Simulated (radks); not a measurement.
**Pb⁴⁺ in [Xe] 4f14 5d10: an all-electron calculation**

One table from this session's results is given with a row withheld; the runs are named, their logs left out.

Method: scalar-relativistic Kohn-Sham, exchange-only PBE, spin-polarised, spherical densities, finite nucleus. Code: radks (a radial shooting solver on a logarithmic mesh, Libxc functionals) version 1.

### The atom as given

```
element            : lead (Z = 82)
charge             : +4
electrons          : 78
configuration      : [Xe] 4f14 5d10
nuclear rms radius : 5.5012 fm
```

Outer shells as boxes (Hund's rule):

Pb⁴⁺
```
[Xe] core
4f [↑↓][↑↓][↑↓][↑↓][↑↓][↑↓][↑↓]
5d [↑↓][↑↓][↑↓][↑↓][↑↓]
```

Set-up of the first run:

Settings of this run:

```text
Z 82
configuration [Xe] 4f14 5d10 6s0 6p0 5f0 6d0
relativity scalar-relativistic
functional pbe,
spin polarised
nucleus finite rms 5.5012 fm
c 137.035999084
```

Command:

```
python run_ks.py task.json out
```

The same process makes all the runs of this session.

Steps of the session up to this table: Self-consistent calculation.

One table of the session follows, with a row left open; its other results are not shown here.

It belongs to the step «Radial structure». Radial moments (bohr):

```
level      <r>  outermost maximum (interpolated)  90 % within  nodes
   1s  0.01606                           0.00985       0.0294      0
   2s  0.06762                            0.0572        0.105      1
   2p  0.06143                            0.0476        0.100      0
   3s   0.1746                             0.161        0.256      2
   3p   0.1765                             0.161        0.264      1
   3d   0.1599                             0.131        0.248      0
   4s   0.3843                             0.362        0.550      3
   4p   0.4100                             0.382        0.594      2
   4d   0.4310                             0.388        0.641      1
   5s   0.8531                             0.789         1.21      4
   4f   0.4538                             0.350        0.720      0
   5p   0.9746                             0.882         1.40      3
   5d        ?                                 ?            ?      ?
   6s    2.044                              1.86         2.91      5
   6p    2.460                              2.24         3.49      4
```

Estimate the missing values for 5d.

**Answer.** <r>: 1.264; outermost maximum (interpolated): 1.07; 90 % within: 1.89; nodes: 2. In the column «<r>» it lies between 5p (0.9746) and 6s (2.044).
